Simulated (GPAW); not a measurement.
This GPAW 26.7.0 run on AgRh needs a look.

Contents of run.py:

```python
from ase.dft.bandgap import bandgap
from ase.io import read, write
from ase.units import GPa
from gpaw import GPAW, PW

atoms = read('POSCAR')

calc = GPAW(mode=PW(600),
            xc='LDA',
            kpts={'size': (11, 11, 6), 'gamma': True},
            occupations={'name': 'fermi-dirac', 'width': 0.05},
            soc=True,
            nbands=29,
            convergence={'density': 1e-05, 'energy': 1e-05},
            maxiter=75,
            txt='gpaw.txt')
atoms.calc = calc
energy = atoms.get_potential_energy()
forces = atoms.get_forces()
stress = atoms.get_stress()
calc.write('gs.gpw')
write('result.traj', atoms)
print(f'Energy: {energy:.6f} eV')
print('Forces (eV/A):')
print(forces.round(4))
print('Stress (GPa):', (stress / GPa).round(3))
print('Fermi level:', round(calc.get_fermi_level(), 4), 'eV')
print(f'Gap: {bandgap(calc)[0]:.4f} eV, direct: {bandgap(calc, direct=True)[0]:.4f} eV')
```

The input POSCAR:

```
AgRh
1.0
    2.7775881998      0.0000000000      0.0000000000
   -1.3887940999      2.4054619423      0.0000000000
    0.0000000000      0.0000000000      4.8086020000
Ag Rh
1 1
Direct
    0.0000000000      0.0000000000      0.5000000000
    0.6666666667      0.3333333333      0.0000000000
```

Potentials or basis: the program's PAW data sets (release 1.2.1) made for this functional, pw.

Command:

```console
$ OMP_NUM_THREADS=1 python run.py
```

gpaw.txt:

```text
__  _  _
 | _ |_)|_||  |
 |__||  | ||/\| - 26.7.0

Input parameters:
  mode=PW(ecut=600.0),
  convergence={'density': 1e-05, 'energy': 1e-05},
  kpts=MonkhorstPack(size=(11, 11, 6), gamma=True),
  maxiter=75,
  nbands=29,
  occupations=Occupations(name='fermi-dirac', width=0.05),
  soc=True,
  xc=XC(name='LDA')
```

On the terminal:

```text
ValueError: operands could not be broadcast together with shapes (0,18,18) (3,18,18)
```

How did it end, and where is the flaw?

The input was rejected before any iteration. The input holds a flaw that was put in on purpose: spin-orbit coupling asked of a collinear run (soc = yes).
